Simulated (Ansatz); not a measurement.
## H₄SeSn, SMILES [SeH][SnH3]: a relaxed scan of one distance, step by step

Computed with the Python package of Ansatz (0.2.0).

Run as a notebook:

In [1]:
```python
import ansatz as az
import numpy as np

system = (
    az.Crystal.molecule()
    .atom("Se", [1.711, 1.0497, 0.1635])
    .atom("Sn", [-0.2668, -0.5661, -0.0776])
    .atom("H", [0.6327, 2.2567, 0.2771])
    .atom("H", [0.4527, -2.1691, -0.2809])
    .atom("H", [-1.2301, -0.1482, -1.4901])
    .atom("H", [-1.2573, -0.487, 1.3618])
)
```

In [2]:
```python
calculation = (
    system.calculation()
    .basis(gaussian="def2-SVP")
    .functional("b3lyp")
)
symbols = [site.symbol for site in system.cartesian_sites]
pairs = [(0, 1), (0, 2), (1, 3), (1, 4), (1, 5)]
print("held (A)   E (eV)        ", "  ".join(f"{symbols[i]}{i}-{symbols[j]}{j}" for i, j in pairs))
for length in [1.61, 1.75, 1.89, 2.1, 2.36]:
    summary = calculation.relax(constraints=[az.DistanceConstraint((1, 5), at=length)], force_tolerance=0.02, max_steps=60).run(threads=1, backend="cpu").report
    xyz = np.array(summary["positions_ang"])
    print(f"{length:6.2f} {summary['free_energy_ev']:14.5f}  ", "  ".join(f"{np.linalg.norm(xyz[i] - xyz[j]):.3f}" for i, j in pairs))
```
```text
held (A)   E (eV)         Se0-Sn1  Se0-H2  Sn1-H3  Sn1-H4  Sn1-H5
DeckWarning: relax.constraints: the input's atoms, or those drawn, lie off the distances that are held; a relaxation that starts there is brought onto them ahead of its first SCF, by positions alone, an atom by 6.95e-2 Å at the most. With the symmetry detection on, the symmetry is detected on the input's atoms as so [...]
  1.61   -71241.14380   2.577  1.477  1.716  1.720  1.610
  1.75   -71241.22989   2.573  1.476  1.715  1.719  1.750
  1.89   -71241.08312   2.572  1.478  1.717  1.720  1.890
  2.10   -71240.64648   2.567  1.477  1.717  1.720  2.100
  2.36   -71239.98445   2.562  1.477  1.718  1.720  2.360
```

Reading the output:
- The settings weren't tested for convergence.
- Warnings are shown shortened and without file and line.
- The energies are electronic: no zero-point or thermal terms, and the basis set is short of its limit.
- def2 sets replace the cores of elements past krypton by effective core potentials.
- b3lyp holds the VWN-RPA fit, as in Gaussian; the form of ORCA and Turbomole is b3lyp5.
- Hardware and time: 65 s on 1 thread of Intel(R) Xeon(R) 6975P-C (Granite Rapids), with other jobs on the host, peak memory 0.25 GiB.
